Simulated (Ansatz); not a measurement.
Run this with Ansatz 0.2.0 through its Python package and show what comes out.

Script `md_alh3se.py`:
```python
import ansatz as az
import numpy as np

geometry_ang = [
    ("Al", (-0.5101, -0.5043, 0.0501)),
    ("Se", (0.458, 1.7126, 0.0236)),
    ("H", (-0.7695, -1.2472, 1.4013)),
    ("H", (-0.9782, -1.1076, -1.3338)),
    ("H", (1.8496, 1.0728, -0.1827)),
]
alh3se = az.Crystal.molecule()
for symbol, xyz in geometry_ang:
    alh3se = alh3se.atom(symbol, xyz)

model = alh3se.calculation()
model = model.basis(gaussian="def2-SVP")
model = model.functional("hf")
symbols = [site.symbol for site in alh3se.cartesian_sites]
start = np.array([site.position_ang for site in alh3se.cartesian_sites], dtype=float)
data = model.relax(force_tolerance=0.02, max_steps=100).run().report
end = np.array(data["positions_ang"])
minimum = az.Crystal.molecule()
for symbol, place in zip(symbols, end):
    minimum = minimum.atom(symbol, place.tolist())

model = (
    minimum.calculation()
    .basis(gaussian="def2-SVP")
    .functional("hf")
    .md("nve", timestep=0.5, steps=40, temperature=800, initial_velocities="maxwell_boltzmann", seed=4)
)
frames = []
res = model.session().plan().execute(on_event=lambda e: frames.append(e["data"]) if e["event"] == "md_step" else None)
print("t (fs)   E_pot (eV)      E_kin (eV)   T (K)   d(0-1) (A)")
for f in frames[::2]:
    xyz = np.array(f["positions_ang"])
    print(f"{f['time_fs']:6.2f} {f['lagrangian_ev']:14.5f} {f['e_kin_ev']:10.5f} {f['temperature_k']:8.1f} {np.linalg.norm(xyz[0] - xyz[1]):9.4f}")
kept = np.array([f["conserved_ev"] for f in frames])
print(f"conserved energy moves by at most {1000 * np.ptp(kept):.3f} meV")
```

Output of `python md_alh3se.py`:
```text
t (fs)   E_pot (eV)      E_kin (eV)   T (K)   d(0-1) (A)
  0.00   -71924.20313    0.31022    800.0    2.3264
  1.00   -71924.17181    0.27923    720.1    2.3175
  2.00   -71924.09857    0.20679    533.3    2.3085
  3.00   -71924.03178    0.14073    362.9    2.2995
  4.00   -71924.01536    0.12441    320.8    2.2903
  5.00   -71924.05540    0.16382    422.5    2.2812
  6.00   -71924.11470    0.22228    573.2    2.2723
  7.00   -71924.14228    0.24941    643.2    2.2636
  8.00   -71924.11139    0.21883    564.3    2.2554
  9.00   -71924.04007    0.14835    382.6    2.2479
 10.00   -71923.97749    0.08636    222.7    2.2411
 11.00   -71923.95829    0.06699    172.8    2.2351
 12.00   -71923.97365    0.08186    211.1    2.2301
 13.00   -71923.99500    0.10302    265.7    2.2260
 14.00   -71924.00825    0.11636    300.1    2.2228
 15.00   -71924.01623    0.12441    320.8    2.2206
 16.00   -71924.02329    0.13140    338.9    2.2194
 17.00   -71924.02668    0.13467    347.3    2.2190
 18.00   -71924.02098    0.12896    332.6    2.2194
 19.00   -71924.00763    0.11576    298.5    2.2204
 20.00   -71923.99630    0.10455    269.6    2.2220
conserved energy moves by at most 2.011 meV
```

Caveats:
- Total energies depend on the basis set; only differences at equal settings carry meaning.
- The trajectory is only some femtoseconds long, so its temperature is not equilibrated; where the script doesn't relax first, it starts from a rough generated geometry.
- The temperature counts the internal degrees of freedom alone.
- Wall time of the script: 29 s on 1 thread of Arm Neoverse V2, with other jobs on the host, peak memory 0.19 GiB.
